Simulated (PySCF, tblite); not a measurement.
# C₅H₇F₂NSi: geometry, infrared bands and NMR shifts

What infrared bands and NMR shifts should C₅H₇F₂NSi (`[H]/N=C(/CC#C[SiH3])C(F)F`) show?

Programs: tblite 0.8.0 and PySCF 2.14.0, with density-fitted response routines of our own. Each step states its level of theory. These are calculated values for one molecule in the gas phase, unless marked as measured. Atoms are numbered from 0 throughout.

## 1. The starting structure

16 atoms, charge 0, multiplicity 1; geometry from: force field or distance geometry start.

Bonds of the start (Å): N0–C1 1.30, C1–C2 1.51, C2–C3 1.45, C3–C4 1.21, C4–Si5 1.86, C1–C6 1.52, C6–F7 1.36, C6–F8 1.35, N0–H9 1.04, C2–H10 1.09, C2–H11 1.10, Si5–H12 1.50, Si5–H13 1.49, Si5–H14 1.48, C6–H15 1.10.

## 2. Relaxing the molecule with GFN2-xTB

What the job is given:

```
{"job": {"kind": "relax", "xc": "GFN2-xTB", "basis": "xTB"}, "charge": 0, "multiplicity": 1}
N     -1.490600    -1.543200    -1.978100
C     -1.302100    -0.478900    -1.251200
C     -0.121400     0.427200    -1.526300
C      0.850300     0.409900    -0.444600
C      1.655700     0.380800     0.462800
Si     2.929200     0.347700     1.822300
C     -2.200500    -0.109600    -0.085000
F     -3.232800    -0.985400     0.037200
F     -2.755100     1.111900    -0.254100
H     -2.347500    -2.032400    -1.637000
H      0.340200     0.124600    -2.470900
H     -0.520700     1.443000    -1.667400
H      2.306300    -0.138500     3.091700
H      3.473700     1.711600     2.061300
H      4.054600    -0.545000     1.470100
H     -1.647100    -0.114700     0.871100
```

The run is started by

```
OMP_NUM_THREADS=1 python probes_run.py task.json out
```

One launch serves the whole session: the jobs run in the order shown.

**Question.** This job is followed by: GFN2-xTB harmonic vibrations, gas phase; GIAO PBE0/pcSseg-1 NMR shielding, non-relativistic, gas phase. Predict these results of the whole session: strongest single infrared mode (GFN2-xTB); zero-point energy (GFN2-xTB); ¹³C shifts against TMS (PBE0/pcSseg-1); ¹H shifts against TMS (PBE0/pcSseg-1, means over atoms taken as alike); ¹⁵N shifts against NH3 (PBE0/pcSseg-1); ²⁹Si shifts against TMS (PBE0/pcSseg-1); ¹⁹F shifts against CFCl3 (PBE0/pcSseg-1, means over atoms taken as alike).

As calculated:

```
                                                                 quantity                                value
                                strongest single infrared mode (GFN2-xTB)                 786 cm⁻¹, 526 km/mol
                                             zero-point energy (GFN2-xTB)                        64.5 kcal/mol
                                   ¹³C shifts against TMS (PBE0/pcSseg-1)  171.4, 115.3, 112.2, 84.9, 30.4 ppm
   ¹H shifts against TMS (PBE0/pcSseg-1, means over atoms taken as alike)          11.65, 6.74, 4.24, 3.66 ppm
                                   ¹⁵N shifts against NH3 (PBE0/pcSseg-1)                            349.8 ppm
                                  ²⁹Si shifts against TMS (PBE0/pcSseg-1)                            -98.8 ppm
¹⁹F shifts against CFCl3 (PBE0/pcSseg-1, means over atoms taken as alike)                           -156.6 ppm
```

In words: Relaxing lowered the energy by 0.191 eV in 65 steps; the close pair that moved most is N0–C1, from 1.303 to 1.249 Å. The lowest mode is slightly imaginary (12i cm⁻¹), a soft motion within the noise of the Hessian, so the minimum is not strictly shown. GFN2-xTB is a fitted tight-binding method: band positions and strengths are rough. Its intensities can rank the bands wrongly. At PBE0/pcSseg-1: The largest span, 667 ppm, is at N0, where the paramagnetic term is -399 ppm.
